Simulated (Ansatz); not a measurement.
**CH₄FGaSi: small, medium and large basis sets**

How large a basis does CH₄FGaSi need? Two functionals are run in growing sets.

Method: one geometry, several basis sets; program: Ansatz 0.2.0, Gaussian basis.

Levels to be run: PBE0-D4/def2-SVP; ωB97M-V/def2-SVP; PBE0-D4/def2-QZVPP; ωB97M-V/def2-QZVPP; the functionals' def2-TZVPP values are taken from earlier runs.

### Step 1. Structure used throughout

The geometry comes from an earlier relaxation with PBE0-D4 in a triple-zeta def2 set; it is a stationary point, not always the lowest conformer.

SMILES `F[SiH]1[CH2][GaH]1`, 8 atoms, charge 0, spin multiplicity 1.

Atoms are counted from 1 here; the program's logs count them from 0.

Bond lengths: F1–Si2 1.602 Å, Si2–C3 1.839 Å, Si2–Ga4 2.299 Å, Si2–H5 1.484 Å, C3–Ga4 2.065 Å, C3–H6 1.102 Å, C3–H7 1.089 Å, Ga4–H8 1.556 Å. Angles: F1–Si2–C3 122.8°, F1–Si2–Ga4 134.6°, F1–Si2–H5 107.6°, C3–Si2–Ga4 58.6°, C3–Si2–H5 111.7°, Ga4–Si2–H5 112.7°, Si2–C3–Ga4 71.9°, Si2–C3–H6 114.2°, Si2–C3–H7 124.7°, Ga4–C3–H6 94.1°, Ga4–C3–H7 136.7°, H6–C3–H7 109.3°, Si2–Ga4–C3 49.5°, Si2–Ga4–H8 177.9°, C3–Ga4–H8 132.2°.

Geometry (Å):

```
F    -1.7346    1.7810   -0.2955
Si   -0.6830    0.6235   -0.6450
C     0.7845    0.2606    0.4023
Ga   -0.2814   -1.4913    0.1625
H    -0.3150    0.7700   -2.0757
H     0.5926    0.3225    1.4856
H     1.7958    0.6070    0.1952
H    -0.0668   -2.9302    0.7147
```

### Step 2. PBE0-D4 in def2-SVP

Contents of in.yaml:

```yaml
crystal:
  periodic: [false, false, false]
  atoms:
    - {symbol: F, position_ang: [-1.734557, 1.780981, -0.295501]}
    - {symbol: Si, position_ang: [-0.683016, 0.623478, -0.645046]}
    - {symbol: C, position_ang: [0.784545, 0.260562, 0.402310]}
    - {symbol: Ga, position_ang: [-0.281440, -1.491268, 0.162537]}
    - {symbol: H, position_ang: [-0.315009, 0.769986, -2.075661]}
    - {symbol: H, position_ang: [0.592619, 0.322502, 1.485625]}
    - {symbol: H, position_ang: [1.795764, 0.607000, 0.195178]}
    - {symbol: H, position_ang: [-0.066805, -2.930241, 0.714657]}
basis:
  gaussian: {orbitals: def2-SVP}
hamiltonian: {xc: pbe0, dispersion: d4}
output: {orbitals: {seedname: orbitals}}
```

Run with:

```console
> ansatz run in.yaml --threads 2 --pin off --events-out ev --progress --plain --max-ram 4352MiB
```

The log of the run:

```text
Functional definition: PBE0
  name "PBE0"
  cite "Adamo & Barone, J. Chem. Phys. 110, 6158 (1999) doi:10.1063/1.478522"
  cite "Perdew, Burke & Ernzerhof, Phys. Rev. Lett. 77, 3865 (1996) doi:10.1103/PhysRevLett.77.3865"
  parent pbe
  parameter a = 0.25
  parameter kappa = 0.804
  parameter beta = 0.06672455060314922
  exchange = (1 - a)*pbe_x(kappa = kappa, mu = beta*pi^2/3) + a*exact_x
  correlation = pbe_c(beta = beta)
967 factors; integrals over basis functions are off by at most 1.3e-3 eV
mean field evaluation 1: about -64040.7772 eV, gradient 5.8e1 eV
mean field evaluation 2: about -64027.9504 eV, gradient 8.5e1 eV
mean field evaluation 4: about -64048.1487 eV, gradient 4.1e0 eV
mean field evaluation 8: about -64048.2442 eV, gradient 2.4e-1 eV
mean field evaluation 16: about -64048.2444 eV, gradient 1.5e-4 eV
mean field -64048.24440379 eV, -2353.7295683798 hartree, gradient 4.1e-5 eV, S^2 0.000000; 0 other end points of the search recorded, 0 dependent functions left out
reference -64048.24443213 eV, -2353.7295694213 hartree; 32, 32 occupied and 66, 66 virtual orbitals, 967 factors
Total energy: -64048.39111460 eV, -2353.7349599029 hartree
```

It took 1.9 s on 2 threads of Arm Neoverse V1, shared host.

### Step 3. ωB97M-V in def2-SVP

in.yaml, as its differences from that of step 2:

```diff
@@ -13,3 +13,3 @@
   gaussian: {orbitals: def2-SVP}
-hamiltonian: {xc: pbe0, dispersion: d4}
+hamiltonian: {xc: {name: wB97M-V}}
 output: {orbitals: {seedname: orbitals}}
```

Launched as before.

The log of the run, shortened:

```text
Functional definition: wB97M-V
  name "wB97M-V"
  cite "Mardirossian & Head-Gordon, J. Chem. Phys. 144, 214110 (2016) doi:10.1063/1.4952647"
  cite "Becke, J. Chem. Phys. 107, 8554 (1997) doi:10.1063/1.475007"
  cite "Vydrov & Van Voorhis, J. Chem. Phys. 133, 244103 (2010) doi:10.1063/1.3521275"
  # Of w^i u^j: cxij and so on, Table III.
[...]
  gx(w, u) = 1 - cx + cx01*u + cx10*w
  gss(w, u) = css00 + css04*u^4 + css10*w + css20*w^2 + css43*w^4*u^3
  gos(w, u) = cos00 + cos10*w + (cos20 + cos21*u)*w^2 + (cos60 + cos61*u)*w^6
[...]
      + integral(e_c_pw_mod_opposite_spin*gos(b97_w_opposite, b97_u_opposite)) + vv10(b, c)
967 factors; integrals over basis functions are off by at most 1.3e-3 eV
283 factors; integrals over basis functions are off by at most 4.9e-6 eV
[...]
mean field -64057.56321580 eV, -2354.0720284047 hartree, gradient 2.4e-5 eV, S^2 0.000000; 0 other end points of the search recorded, 0 dependent functions left out
reference -64057.56326083 eV, -2354.0720300597 hartree; 32, 32 occupied and 66, 66 virtual orbitals, 967 factors
Total energy: -64057.56326083 eV, -2354.0720300597 hartree
```

It took 9.5 s on 2 threads of Arm Neoverse V1, shared host; peak memory 0.3 GiB.

### Step 4. PBE0-D4 in def2-QZVPP

in.yaml, as its differences from that of step 3:

```diff
@@ -12,4 +12,4 @@
 basis:
-  gaussian: {orbitals: def2-SVP}
-hamiltonian: {xc: {name: wB97M-V}}
+  gaussian: {orbitals: "def2-QZVPP.json"}
+hamiltonian: {xc: pbe0, dispersion: d4}
 output: {orbitals: {seedname: orbitals}}
```

The command is unchanged.

The log of the run:

```text
Functional definition: PBE0
  name "PBE0"
  cite "Adamo & Barone, J. Chem. Phys. 110, 6158 (1999) doi:10.1063/1.478522"
  cite "Perdew, Burke & Ernzerhof, Phys. Rev. Lett. 77, 3865 (1996) doi:10.1103/PhysRevLett.77.3865"
  parent pbe
  parameter a = 0.25
  parameter kappa = 0.804
  parameter beta = 0.06672455060314922
  exchange = (1 - a)*pbe_x(kappa = kappa, mu = beta*pi^2/3) + a*exact_x
  correlation = pbe_c(beta = beta)
1567 factors; their error is unknown
mean field evaluation 1: about -64053.7103 eV, gradient 7.1e1 eV
mean field evaluation 2: about -64029.7684 eV, gradient 1.1e2 eV
mean field evaluation 4: about -64064.0019 eV, gradient 6.8e0 eV
mean field evaluation 8: about -64064.0869 eV, gradient 1.9e-1 eV
mean field evaluation 16: about -64064.2442 eV, gradient 3.0e-4 eV
mean field -64064.24419975 eV, -2354.3175500364 hartree, gradient 7.1e-5 eV, S^2 0.000000; 0 other end points of the search recorded, 0 dependent functions left out
reference -64064.24424052 eV, -2354.3175515346 hartree; 32, 32 occupied and 361, 361 virtual orbitals, 1567 factors
Total energy: -64064.39092299 eV, -2354.3229420162 hartree
```

Run time: 15 s. Hardware: 2 threads of Arm Neoverse V1, shared host; peak memory 1.2 GiB.

### Step 5. ωB97M-V in def2-QZVPP

in.yaml, as its differences from that of step 4:

```diff
@@ -13,3 +13,3 @@
   gaussian: {orbitals: "def2-QZVPP.json"}
-hamiltonian: {xc: pbe0, dispersion: d4}
+hamiltonian: {xc: {name: wB97M-V}}
 output: {orbitals: {seedname: orbitals}}
```

Same command.

The log of the run, shortened:

```text
Functional definition: wB97M-V
  name "wB97M-V"
  cite "Mardirossian & Head-Gordon, J. Chem. Phys. 144, 214110 (2016) doi:10.1063/1.4952647"
  cite "Becke, J. Chem. Phys. 107, 8554 (1997) doi:10.1063/1.475007"
  cite "Vydrov & Van Voorhis, J. Chem. Phys. 133, 244103 (2010) doi:10.1063/1.3521275"
  # Of w^i u^j: cxij and so on, Table III.
[...]
  gx(w, u) = 1 - cx + cx01*u + cx10*w
  gss(w, u) = css00 + css04*u^4 + css10*w + css20*w^2 + css43*w^4*u^3
  gos(w, u) = cos00 + cos10*w + (cos20 + cos21*u)*w^2 + (cos60 + cos61*u)*w^6
[...]
      + integral(e_c_pw_mod_opposite_spin*gos(b97_w_opposite, b97_u_opposite)) + vv10(b, c)
1542 factors; their error is unknown
316 factors; integrals over basis functions are off by at most 1.4e-5 eV
[...]
mean field -64073.59659176 eV, -2354.6612441035 hartree, gradient 2.4e-5 eV, S^2 0.000000; 0 other end points of the search recorded, 0 dependent functions left out
reference -64073.59665784 eV, -2354.6612465319 hartree; 32, 32 occupied and 361, 361 virtual orbitals, 1542 factors
Total energy: -64073.59665784 eV, -2354.6612465319 hartree
```

Wall time 35 s (2 threads of Arm Neoverse V1, shared host); peak memory 1.5 GiB.

### Step 6. Functionals by basis

The def2-TZVPP values come from earlier runs at the same geometry.

```csv
functional,basis,functions,energy (eV),from the largest (eV),HOMO (eV),LUMO (eV)
PBE0-D4,def2-SVP,98,-64048.3911,16.000,-6.25,-2.07
PBE0-D4,def2-TZVPP,208,-64062.7280,1.663,-6.29,-2.11
PBE0-D4,def2-QZVPP,393,-64064.3909,0.000,-6.31,-2.14
ωB97M-V,def2-SVP,98,-64057.5633,16.033,-8.23,-0.27
ωB97M-V,def2-TZVPP,208,-64072.0004,1.596,-8.29,-0.33
ωB97M-V,def2-QZVPP,393,-64073.5967,0.000,-8.31,-0.44
```

### Step 7. Outcome

```
                                       quantity           value
PBE0-D4: double and triple zeta above quadruple  16.00, 1.66 eV
ωB97M-V: double and triple zeta above quadruple  16.03, 1.60 eV
```

**Reading.** PBE0-D4 gains 14.34 eV from double to triple zeta, then 1.66 eV more. These are total energies; as a rule much of such shifts cancels in differences, which this series doesn't test.

For PBE0-D4 the largest set took about 7 times as long as the smallest (15 s against 1.9 s).
